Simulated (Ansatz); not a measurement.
Debugging a ladder of methods at one geometry of CH₅Ge₂N, SMILES [GeH3][C]1=[N][GeH2]1 (Ansatz's Python interface).

`methods_ch5ge2n.py`
```python
# -*- coding: utf-8 -*-
"""One geometry of CH5Ge2N, method by method."""

import ansatz as az

BASIS = "def2-SVP"


def main():
    geometry_ang = [
        ("Ge", (-0.4006, 1.0954, -0.977)),
        ("C", (0.4471, -0.3182, -0.1214)),
        ("N", (1.4768, -1.2232, -0.1517)),
        ("Ge", (0.5513, -1.4045, 1.2689)),
        ("H", (-0.9131, 0.6835, -2.4146)),
        ("H", (-1.6792, 1.5753, -0.1454)),
        ("H", (0.5497, 2.3425, -1.1177)),
        ("H", (-0.737, -2.2962, 1.1025)),
        ("H", (0.7934, -0.5009, 2.5393)),
    ]
    system = az.Crystal.molecule()
    for symbol, xyz in geometry_ang:
        system = system.atom(symbol, xyz)

    job = system.calculation().basis(gaussian=BASIS)

    methods = ["mp2", "ccsd", "ccsd_t"]
    reports = [job.correlation(m).run().report for m in methods]
    print(f"Hartree-Fock reference {reports[0]['reference_energy_ev'] / 27.211386246:.6f} Ha")
    best = reports[-1]["energy_ev"] - reports[-1]["reference_energy_ev"]
    for method, each in zip(methods, reports):
        gained = each["free_energy_ev"] - each["reference_energy_ev"]
        print(f"{method:8s} total {each['free_energy_ev'] / 27.211386246:.6f} Ha  correlation {gained:9.4f} eV  ({100 * gained / best:.1f} % of the last)")


if __name__ == "__main__":
    main()
```

```console
$ python methods_ch5ge2n.py
Hartree-Fock reference -4245.189287 Ha
Traceback (most recent call last):
  File "methods_ch5ge2n.py", line 37, in <module>
    main()
    ~~~~^^
  File "methods_ch5ge2n.py", line 30, in main
    best = reports[-1]["energy_ev"] - reports[-1]["reference_energy_ev"]
           ~~~~~~~~~~~^^^^^^^^^^^^^
KeyError: 'energy_ev'
```

Find the fault and give the corrected script.

The fault: the report has no such key (the free energy stands under free_energy_ev). Mended:

```diff
--- before
+++ after
@@ -29,3 +29,3 @@
     print(f"Hartree-Fock reference {reports[0]['reference_energy_ev'] / 27.211386246:.6f} Ha")
-    best = reports[-1]["energy_ev"] - reports[-1]["reference_energy_ev"]
+    best = reports[-1]["free_energy_ev"] - reports[-1]["reference_energy_ev"]
     for method, each in zip(methods, reports):
```

After the fix:

```console
$ python methods_ch5ge2n.py
Hartree-Fock reference -4245.189287 Ha
mp2      total -4245.957036 Ha  correlation  -20.8915 eV  (94.2 % of the last)
ccsd     total -4245.973400 Ha  correlation  -21.3368 eV  (96.2 % of the last)
ccsd_t   total -4246.004226 Ha  correlation  -22.1756 eV  (100.0 % of the last)
```

Caveats:
- Total energies depend on the basis set; only differences at equal settings carry meaning.
- The geometry is a force-field or estimated start, not a minimum of this method, and the basis set is short of its limit. A lower total doesn't mark the better method: functionals have no common bound, and MP2 and coupled cluster aren't variational.
- Inner cores stay frozen; a filled d shell under the valence of the heavier atoms is correlated with it.
- Wall time of the script: 68 s on 1 thread of Arm Neoverse V1, on a shared host, peak memory 0.65 GiB.

(A comment or docstring line of the script was reworded after the run, the code is as it ran; lines on the test bed's own set-up are left out of the output.)
